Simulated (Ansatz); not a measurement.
# CHBOS: harmonic frequencies at the relaxed geometry in Python

Aim: harmonic frequencies at the relaxed geometry, for CHBOS, run from a script. SMILES: S=C1BO1.

Computed with Ansatz 0.2.0 through its Python package. Level of theory: r2SCAN/def2-SVP.

**1. The structure**

Bond lengths: S1–C2 1.582 Å, C2–B3 1.465 Å, C2–O4 1.499 Å, B3–O4 1.465 Å, B3–H5 1.192 Å. Angles: S1–C2–B3 150.6°, S1–C2–O4 150.2°, B3–C2–O4 59.2°, C2–B3–O4 61.5°, C2–B3–H5 153.5°, O4–B3–H5 145.0°, C2–O4–B3 59.2°.

The script holds or builds the structure itself.

**2. The code**

Contents of freq_chbos.py:

```python
from dataclasses import dataclass
import itertools

import ansatz as az
from ase import Atoms
from ase.data import atomic_numbers, covalent_radii
from ase.thermochemistry import IdealGasThermo
import numpy as np


@dataclass
class Settings:
    basis: str = 'def2-SVP'
    xc: str = 'r2scan'


cfg = Settings()

GEOMETRY = '''
S    -2.13910   -0.43930    0.13300
C    -0.56040   -0.37200    0.06400
B     0.67860    0.39290   -0.09600
O     0.77340   -1.05340    0.11750
H     1.29740    1.39810   -0.25990
'''

chbos = az.Crystal.molecule()
for line in GEOMETRY.strip().splitlines():
    symbol, *xyz = line.split()
    chbos = chbos.atom(symbol, [float(v) for v in xyz])

model = chbos.calculation().basis(gaussian=cfg.basis).functional(cfg.xc)
symbols = [site.symbol for site in chbos.cartesian_sites]
start = np.array([site.position_ang for site in chbos.cartesian_sites], dtype=float)
def progress(event):
    if event['event'] == 'relax_step':
        row = event['data']
        print(f'step {row["step"]:3d}  E = {row["lagrangian_ev"]:.6f} eV  largest force component {row["allowed_force_max_ev_ang"]:.4f} eV/A')


data = model.relax(force_tolerance=0.003).session().plan().execute(on_event=progress).report
end = np.array(data['positions_ang'])

radius = [covalent_radii[atomic_numbers[s]] for s in symbols]
span = lambda where, i, j: np.linalg.norm(where[i] - where[j])
bonded = [(i, j) for i, j in itertools.combinations(range(len(symbols)), 2) if min(span(start, i, j), span(end, i, j)) < 1.2 * (radius[i] + radius[j])]
print('pair        before    after (A)')
for i, j in bonded:
    print(f'{symbols[i]}{i}-{symbols[j]}{j}'.ljust(10), f'{span(start, i, j):8.4f} {span(end, i, j):8.4f}')

minimum = az.Crystal.molecule()
for symbol, place in zip(symbols, end):
    minimum = minimum.atom(symbol, place.tolist())
vibrating = minimum.calculation().basis(gaussian=cfg.basis).functional(cfg.xc).phonons(temperatures=(100, 500, 100))
vib = vibrating.run(threads=1).report['vibrations']
sums = vib['harmonic_sums']
modes = [m['omega_inv_cm'] for m in sums['modes_at_gamma'] if m['rigid_motion'] == 'no']
for number, w in enumerate(modes, start=1):
    print(f'mode {number:2d} {w:9.1f} 1/cm {w / 8065.544 * 1000:8.2f} meV')
print('imaginary modes:', sum(w < 0 for w in modes), ' zero-point energy:', round(sums['zero_point_energy_ev'], 4), 'eV')
gas = IdealGasThermo(vib_energies=[w / 8065.544 for w in modes if w > 0], geometry='linear' if len(modes) == 3 * len(symbols) - 5 else 'nonlinear',
                     atoms=Atoms(symbols, positions=end), symmetrynumber=1, spin=0.0)
print(f'H(298 K) - E = {gas.get_enthalpy(298.15, verbose=False):.4f} eV')
print(f'S(298 K, 1 bar) = {96485.33 * gas.get_entropy(298.15, 1e5, verbose=False):.1f} J/(mol K) with symmetry number 1')
```

**3. What the engine is handed**

The package turns the script's settings into the engine's input (first run):

```yaml
crystal:
  periodic: [false, false, false]
  atoms:
    - { symbol: S, position_ang: [-2.1391, -0.4393, 0.133] }
    - { symbol: C, position_ang: [-0.5604, -0.372, 0.064] }
    - { symbol: B, position_ang: [0.6786, 0.3929, -0.096] }
    - { symbol: O, position_ang: [0.7734, -1.0534, 0.1175] }
    - { symbol: H, position_ang: [1.2974, 1.3981, -0.2599] }
basis:
  gaussian:
    orbitals: def2-SVP
hamiltonian:
  xc: r2scan
relax:
  f_tol: 0.003
```

**4. The run**

On the command line:

```sh
$ python freq_chbos.py
```

**Question.** What results will this script give? Wanted: moves of the relaxation of run 1; energy gained in run 1; last largest force component of run 1; highest frequency; imaginary modes; zero-point energy.

As calculated:

| quantity | value |
| --- | --- |
| runs compared | 2 |
| moves of the relaxation of run 1 | 8 |
| energy gained in run 1 | 0.590 eV |
| last largest force component of run 1 | 0.0017 eV/Å |
| highest frequency | 2751 cm⁻¹ |
| imaginary modes | 0 |
| zero-point energy | 0.576 eV |

What this shows: Run 1: After 8 moves the largest shift is 0.289 Å, of atom 1 (S). All frequencies are real, so the geometry is a minimum. The values are harmonic; measured fundamentals also hold anharmonic shifts, mostly downward for stretches. What to keep in mind:
- The frequencies are harmonic and unscaled, in a modest basis.
- The entropy takes a symmetry number of 1; a symmetric molecule's is lower by R ln(sigma).
